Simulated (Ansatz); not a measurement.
**Alloy of SnO2 and TiO2 (3 of 24 Sn sites exchanged), 72 atoms**

How does this alloy cell relax, and what gap do PBEsol and HSE06 give?

All numbers are computed with Ansatz 0.2.0 (PAW, plane waves).

## Step 1: The system as built

72 atoms (21 Sn, 3 Ti, 48 O); a = 9.495 Å, b = 9.495 Å, c = 9.538 Å, α = 90.00°, β = 90.00°, γ = 90.00°. All atoms were shaken off their sites by about 0.02 Å along each axis.

Plan of the steps: (2) PBEsol cell relaxation at the single k point (¼, ¼, ¼), on 1 × NVIDIA GB300 Max-Q with 8 threads of Arm Neoverse-V2; (3) HSE06 single point at the single k point (¼, ¼, ¼), on 1 × NVIDIA GB300 Max-Q with 8 threads of Arm Neoverse-V2.

## Step 2: PBEsol relaxation of the cell and the positions

in.yaml

```yaml
crystal:
  lattice:
    - [9.495460, 0.000000, 0.000000]
    - [0.000000, 9.495460, 0.000000]
    - [0.000000, 0.000000, 9.537940]
  atoms:
    - { symbol: Sn, position: [0.999910, 0.999440, 0.998668] }
    - { symbol: Sn, position: [0.001372, 0.004069, 0.333533] }
    - { symbol: Sn, position: [0.997590, 0.001592, 0.667144] }
    - { symbol: Sn, position: [0.998065, 0.500488, 0.998293] }
    - { symbol: Sn, position: [0.998649, 0.500890, 0.335868] }
    - { symbol: Sn, position: [0.998580, 0.496745, 0.665635] }
    - { symbol: Sn, position: [0.499447, 0.002113, 0.002019] }
    - { symbol: Sn, position: [0.500333, 0.003695, 0.333276] }
    - { symbol: Sn, position: [0.496882, 0.998998, 0.663747] }
    - { symbol: Sn, position: [0.502152, 0.498964, 0.999721] }
    - { symbol: Sn, position: [0.500929, 0.499911, 0.663957] }
    - { symbol: Sn, position: [0.250317, 0.247750, 0.166953] }
    - { symbol: Sn, position: [0.249596, 0.252194, 0.499612] }
    - { symbol: Sn, position: [0.250838, 0.750349, 0.166889] }
    - { symbol: Sn, position: [0.250739, 0.753148, 0.502154] }
    - { symbol: Sn, position: [0.250251, 0.750069, 0.831928] }
    - { symbol: Sn, position: [0.751975, 0.251508, 0.165567] }
    - { symbol: Sn, position: [0.750793, 0.253471, 0.497833] }
    - { symbol: Sn, position: [0.749713, 0.749947, 0.163206] }
    - { symbol: Sn, position: [0.750769, 0.748091, 0.503339] }
    - { symbol: Sn, position: [0.754513, 0.752765, 0.832792] }
    - { symbol: Ti, position: [0.501062, 0.502222, 0.336428] }
    - { symbol: Ti, position: [0.249826, 0.249599, 0.833635] }
    - { symbol: Ti, position: [0.746594, 0.246725, 0.832322] }
    - { symbol: O, position: [0.151450, 0.153110, 0.000017] }
    - { symbol: O, position: [0.151683, 0.152463, 0.330701] }
    - { symbol: O, position: [0.153315, 0.153031, 0.666221] }
    - { symbol: O, position: [0.155030, 0.651276, 0.000424] }
    - { symbol: O, position: [0.154516, 0.655461, 0.333336] }
    - { symbol: O, position: [0.150637, 0.652228, 0.664539] }
    - { symbol: O, position: [0.651217, 0.151408, 0.000336] }
    - { symbol: O, position: [0.653556, 0.149539, 0.329067] }
    - { symbol: O, position: [0.656550, 0.148953, 0.666078] }
    - { symbol: O, position: [0.652615, 0.653702, 0.999005] }
    - { symbol: O, position: [0.650876, 0.650956, 0.330024] }
    - { symbol: O, position: [0.651683, 0.652025, 0.666586] }
    - { symbol: O, position: [0.348166, 0.346369, 0.000553] }
    - { symbol: O, position: [0.347860, 0.349112, 0.333779] }
    - { symbol: O, position: [0.349032, 0.348127, 0.664019] }
    - { symbol: O, position: [0.346610, 0.846059, 0.999677] }
    - { symbol: O, position: [0.346028, 0.847201, 0.332709] }
    - { symbol: O, position: [0.347800, 0.845333, 0.666448] }
    - { symbol: O, position: [0.850926, 0.346503, 0.000964] }
    - { symbol: O, position: [0.848757, 0.349709, 0.332778] }
    - { symbol: O, position: [0.847555, 0.347633, 0.662643] }
    - { symbol: O, position: [0.850206, 0.846828, 0.999944] }
    - { symbol: O, position: [0.848975, 0.842689, 0.333014] }
    - { symbol: O, position: [0.846127, 0.847469, 0.667352] }
    - { symbol: O, position: [0.097762, 0.405122, 0.166071] }
    - { symbol: O, position: [0.094567, 0.402835, 0.501458] }
    - { symbol: O, position: [0.094653, 0.397942, 0.832297] }
    - { symbol: O, position: [0.100057, 0.898033, 0.165955] }
    - { symbol: O, position: [0.093817, 0.905572, 0.499334] }
    - { symbol: O, position: [0.097203, 0.901126, 0.831513] }
    - { symbol: O, position: [0.599799, 0.403743, 0.168636] }
    - { symbol: O, position: [0.597211, 0.405430, 0.499589] }
    - { symbol: O, position: [0.597613, 0.402867, 0.831390] }
    - { symbol: O, position: [0.592018, 0.900271, 0.165980] }
    - { symbol: O, position: [0.593431, 0.901136, 0.500581] }
    - { symbol: O, position: [0.595694, 0.903282, 0.833820] }
    - { symbol: O, position: [0.400309, 0.095855, 0.164902] }
    - { symbol: O, position: [0.398664, 0.096326, 0.501660] }
    - { symbol: O, position: [0.409304, 0.097017, 0.836486] }
    - { symbol: O, position: [0.402739, 0.594768, 0.168109] }
    - { symbol: O, position: [0.402135, 0.594599, 0.500577] }
    - { symbol: O, position: [0.403882, 0.596475, 0.831625] }
    - { symbol: O, position: [0.907726, 0.095055, 0.166042] }
    - { symbol: O, position: [0.906422, 0.094226, 0.500899] }
    - { symbol: O, position: [0.902443, 0.099157, 0.834982] }
    - { symbol: O, position: [0.903278, 0.599004, 0.164869] }
    - { symbol: O, position: [0.899580, 0.594942, 0.497687] }
    - { symbol: O, position: [0.901668, 0.593989, 0.833079] }
  symmetry: { detect: false }
kpoints:
  mp_grid: { grid: [1, 1, 1], shift: [0.25, 0.25, 0.25] }
hamiltonian:
  xc: pbesol
scf:
  occupations: { method: fermi_dirac, width: 0.01 }
relax:
  f_tol: 0.03
  max_steps: 80
  escape_saddle: false
  adjacent_minimum: "off"
  cell: { fix: [alpha, beta, gamma] }
output:
  forces: true
  eigenvalues: true
  populations: true
```

The run is started by

```console
$ ansatz run in.yaml --threads 8 --pin off --max-ram 118750MiB --runs-dir r --events-out ev --progress --plain --backend cuda --devices 0,
```

The runs that follow: HSE06 on the final geometry.

Q: Predict the outcome of this session. Wanted: for each run, top filled to lowest empty.

**Answer**, as computed:

```
             level         time  top filled to lowest empty (eV)
PBEsol, relaxation  8.3 s (GPU)                             2.40
             HSE06   29 s (GPU)                             4.25
```

| quantity | value |
| --- | --- |
| relaxation | 6 recorded steps, 1.84 eV gained |
| largest shift | 0.14 Å (O63) |
| relaxed cell | a = 9.496 Å, b = 9.489 Å, c = 9.548 Å, α = 90.00°, β = 90.00°, γ = 90.00° |
| mean bonds | O–Sn 2.067, O–Ti 1.977 Å |

**Reading.** The relaxation lowers the energy by 1.84 eV; the largest shift is 0.14 Å (O63), while the volume changes by +0.0 %. The mean lengths of the listed bonds run from O–Ti 1.98 Å to O–Sn 2.07 Å. At the same k points, PBEsol gives a spacing 1.85 eV smaller than the 4.25 eV of HSE06. With one k point the spacing samples only the states that fold onto it, so it can exceed the gap over the zone.
